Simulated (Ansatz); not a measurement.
**WNH (septet): from Hartree-Fock to the top rungs, def2-QZVPP**

The task here is to estimate one member of a computed series from the others.

Program: Ansatz 0.2.0, Gaussian basis. Level of theory: def2-QZVPP, core rule «outside noble gas», up to 5 orbitals frozen. These are calculated values, not measurements.

To be run: UHF; ROHF; CCSD(T) on UHF.

**The geometry**

The geometry is a PBE0/def2-TZVP stationary point (not a proven minimum). No spin-orbit coupling is included. Elements past krypton take def2 core potentials.

3 atoms, charge 0, spin multiplicity 7.

Atoms are counted from 1 here; the program's logs count them from 0.

Bond lengths: W1–N2 2.058 Å, N2–H3 1.028 Å. Angles: W1–N2–H3 115.8°.

Coordinates:

```
W     0.0000    0.0059    0.1576
N     0.0000   -0.1318   -1.8957
H     0.0000    0.7615   -2.4048
```

The first run:

File in.yaml:

```yaml
crystal:
  periodic: [false, false, false]
  atoms:
    - {symbol: W, position_ang: [0.000000, 0.005869, 0.157615]}
    - {symbol: N, position_ang: [0.000000, -0.131830, -1.895665]}
    - {symbol: H, position_ang: [0.000000, 0.761470, -2.404753]}
basis:
  gaussian: {orbitals: "def2-QZVPP.json"}
magnetization: {spin_polarized: true, initial_magnetization: 6}
hamiltonian: {xc: hf}
output: {orbitals: {seedname: orbitals}}
```

Launch:

```bash
ansatz run in.yaml --threads 1 --pin off --events-out ev --progress --plain --max-ram 4096MiB --backend cpu
```

Steps of the session up to this table: UHF; ROHF; CCSD(T) on UHF.

One table of the session follows, with a row left open; its other results are not shown here.

It belongs to the step «Misses and costs». 

```
  method  from UCCSD(T) (meV)
    ROHF              +8860.4
     UHF              +8590.7
    UMP2                    ?
   UCCSD               +363.9
UCCSD(T)                    0
```

**Question.** Estimate the row for UMP2.

**Answer.** from UCCSD(T) (meV): +853.3. In the column «from UCCSD(T) (meV)» it lies between UCCSD (+363.9) and UHF (+8590.7).
